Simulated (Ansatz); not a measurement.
# CH5InOTe: the cost of one run

Program: Ansatz 0.2.0. Level of theory: RKS PBE0-D4/def2-SVP. These are calculated values, not measurements.

## (1) Starting geometry

9 atoms, charge 0, spin multiplicity 1.

Atoms are counted from 1 here; the program's logs count them from 0.

Bond lengths: O1–In2 2.032 Å, O1–H5 0.976 Å, In2–C3 2.180 Å, In2–Te4 3.415 Å, In2–H6 1.727 Å, C3–Te4 2.198 Å, C3–H7 1.108 Å, C3–H8 1.105 Å, Te4–H9 1.686 Å. Angles: In2–O1–H5 110.9°, O1–In2–C3 117.3°, O1–In2–Te4 116.5°, O1–In2–H6 112.4°, C3–In2–Te4 38.9°, C3–In2–H6 130.0°, Te4–In2–H6 111.7°, In2–C3–Te4 102.5°, In2–C3–H7 111.6°, In2–C3–H8 117.4°, Te4–C3–H7 105.0°, Te4–C3–H8 109.6°, H7–C3–H8 109.8°, In2–Te4–C3 38.6°, In2–Te4–H9 75.0°, C3–Te4–H9 93.0°.

Coordinates:

```xyz
9
CH5InOTe
O    -1.5004   -0.4216    2.1342
In   -1.0036   -0.5180    0.1660
C     0.4549    0.9261   -0.5696
Te    2.3169   -0.2424   -0.5826
H    -1.0728    0.3431    2.5645
H    -1.7296   -1.8671   -0.6322
H     0.6301    1.7377    0.1634
H     0.2811    1.3578   -1.5721
H     1.7120   -1.3621   -1.6886
```

## (2) Relaxation

The input, input.yaml:

```yaml
crystal:
  periodic: [false, false, false]
  atoms:
    - { symbol: O, position_ang: [-1.500435, -0.421607, 2.134238] }
    - { symbol: In, position_ang: [-1.003609, -0.518014, 0.166005] }
    - { symbol: C, position_ang: [0.454888, 0.926069, -0.569634] }
    - { symbol: Te, position_ang: [2.31694, -0.242358, -0.582552] }
    - { symbol: H, position_ang: [-1.072842, 0.343135, 2.564459] }
    - { symbol: H, position_ang: [-1.729647, -1.86706, -0.632183] }
    - { symbol: H, position_ang: [0.63006, 1.737737, 0.163355] }
    - { symbol: H, position_ang: [0.281146, 1.357831, -1.57215] }
    - { symbol: H, position_ang: [1.711999, -1.362133, -1.688637] }
basis:
  gaussian: { orbitals: def2-SVP }
hamiltonian:
  xc: pbe0
  dispersion: d4
output:
  forces: true
relax:
  f_tol: 0.003
  max_steps: 120
```

Command:

```
$ ansatz run input.yaml --threads 1 --pin off --max-ram 2560MiB --backend cpu --events-out ev --progress --plain --runs-dir out
```

**Question.** How long does this run take on 1 thread of Arm Neoverse V2, shared host, and how much memory does it need?

About 69 s, with a peak of 0.27 GiB.
